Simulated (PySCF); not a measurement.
# C5H8ClFO: the cost of one run

Programs: PySCF 2.14.0, with routines of our own; each step states its level. All values are computed. Atoms count from 0.

### Step 1. The starting structure

16 atoms, charge 0, multiplicity 1; geometry from: GFN2-xTB.

### Step 2. Magnetic properties: GIAO KT3/pcSseg-1

Job settings and geometry (Å):

```
{"job": {"kind": "mag", "xc": "KT3", "basis": "pcSseg-1", "isotopologues": 2}, "charge": 0, "multiplicity": 1}
C     -1.688764    -0.691348    -0.308955
C     -0.452747    -0.006898     0.268025
C     -0.335489     1.430684    -0.231694
C      0.808121    -0.808765    -0.119499
F      0.961714    -0.828103    -1.479519
C      2.024843    -0.235614     0.571432
O      2.186166    -0.218272     1.748261
Cl     3.209861     0.446635    -0.515777
H     -1.802396    -1.693890     0.096774
H     -1.608106    -0.759788    -1.391165
H     -2.578209    -0.117254    -0.064177
H     -0.502949    -0.013365     1.361245
H     -0.197902     1.443459    -1.310357
H      0.507904     1.935410     0.233928
H     -1.240706     1.981910     0.008405
H      0.701060    -1.855857     0.198806
```

With the program's defaults for keys left out, this is: GIAO KT3/pcSseg-1 magnetisability, rotational g tensor and spin-rotation constants, non-relativistic, gas phase.

Command:

```console
OMP_NUM_THREADS=1 python excited_run.py task.json out
```

One launch serves the whole session: the jobs run in the order shown.

Q: Estimate the wall time and peak memory of this first job on 1 thread of Arm Neoverse V1, shared host.

About 44 s, with a peak of 0.69 GiB.
